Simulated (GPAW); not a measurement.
Input of a GPAW 26.7.0 run:

run.py

```python
import json
import numpy as np
from ase import Atoms
from ase.constraints import FixSymmetry
from ase.io import read, write
from ase.optimize import BFGS
from phonopy import Phonopy
from phonopy.structure.atoms import PhonopyAtoms
from gpaw import GPAW, PW

atoms = read('POSCAR')
atoms.set_initial_magnetic_moments([7.0, 0.0])

calc = GPAW(mode=PW(680),
            xc='PBE',
            kpts={'size': (6, 6, 6), 'gamma': True},
            occupations={'name': 'fermi-dirac', 'width': 0.05},
            nbands=25,
            convergence={'density': 1e-06, 'eigenstates': 1e-09},
            maxiter=150,
            txt='gpaw.txt')
atoms.calc = calc
atoms.set_constraint(FixSymmetry(atoms))
BFGS(atoms, trajectory='relax.traj', logfile='-').run(fmax=0.005, steps=40)
atoms.set_constraint()
energy = atoms.get_potential_energy()
forces = atoms.get_forces()
stress = atoms.get_stress()
calc.write('gs.gpw')
write('result.traj', atoms)
print('Cell:', atoms.cell.cellpar().round(4))
print(atoms.get_scaled_positions().round(5))

def force_constants(scale):
    unit = PhonopyAtoms(symbols=atoms.get_chemical_symbols(), cell=atoms.cell[:] * scale**(1 / 3),
                        scaled_positions=atoms.get_scaled_positions(),
                        magnetic_moments=atoms.get_initial_magnetic_moments())
    ph = Phonopy(unit, supercell_matrix=np.diag([1, 1, 1]), primitive_matrix=np.eye(3), symprec=1e-4)
    ph.generate_displacements(distance=0.03)
    forces = []
    for i, sc in enumerate(ph.supercells_with_displacements):
        a = Atoms(sc.symbols, cell=sc.cell, scaled_positions=sc.scaled_positions, pbc=True,
                  magmoms=sc.magnetic_moments)
        c = GPAW(mode=PW(680),
                 xc='PBE',
                 kpts={'size': (6, 6, 6), 'gamma': True},
                 occupations={'name': 'fermi-dirac', 'width': 0.05},
                 nbands=25,
                 convergence={'density': 1e-06, 'eigenstates': 1e-09},
                 maxiter=150,
                 txt=f'disp-{scale:.3f}-{i:02d}.txt')
        a.calc = c
        f = a.get_forces()
        forces.append(f - f.mean(axis=0))
        print(f'displacement {i}: drift', f.mean(axis=0).round(5), flush=True)
    ph.forces = forces
    ph.produce_force_constants()
    ph.symmetrize_force_constants()
    return ph

qpoints = [[0.0, 0.0, 0.0]]
results = {}
for scale in [1.0]:
    ph = force_constants(scale)
    ph.run_qpoints(qpoints)
    nu = ph.qpoints.frequencies * 33.35641  # THz to cm^-1
    results[f'{scale:.3f}'] = nu.tolist()
    for qp, f in zip(qpoints, nu):
        print(scale, np.round(qp, 4), f.round(2))
json.dump(results, open('phonons.json', 'w'))
```

POSCAR

```
GdO
1.0
    0.0000000000      2.7000000000      2.7000000000
    2.7000000000      0.0000000000      2.7000000000
    2.7000000000      2.7000000000      0.0000000000
Gd O
1 1
Direct
    0.0000000000      0.0000000000      0.0000000000
    0.7500000000      0.7500000000      0.7500000000
```

Potentials or basis: GPAW PAW data sets (gpaw-data 1.2.1), pw.

Launch:

```console
$ OMP_NUM_THREADS=1 python run.py
```

Question: What does it give for the highest phonon frequency at Γ?

Answer: 143 cm⁻¹.

Question: What does it give for the band gap on the k mesh?

Answer: None (metal or under the smearing width).

Phonon frequencies in cm⁻¹ (negative: imaginary):
```csv
q point,frequencies
"(0.000, 0.000, 0.000)",0 0 0 143 143 143
```

Caveat: one-centre terms of the f shell are cut off; spin-orbit coupling is left out, which moves the levels of the heavy elements; a cell with one magnetic atom can't hold antiferromagnetic order, which such compounds often take; without U or exact exchange the open f shell lies at the Fermi level, which spoils levels, moments and volumes. The state reached can hang on the start; a lower one may exist.
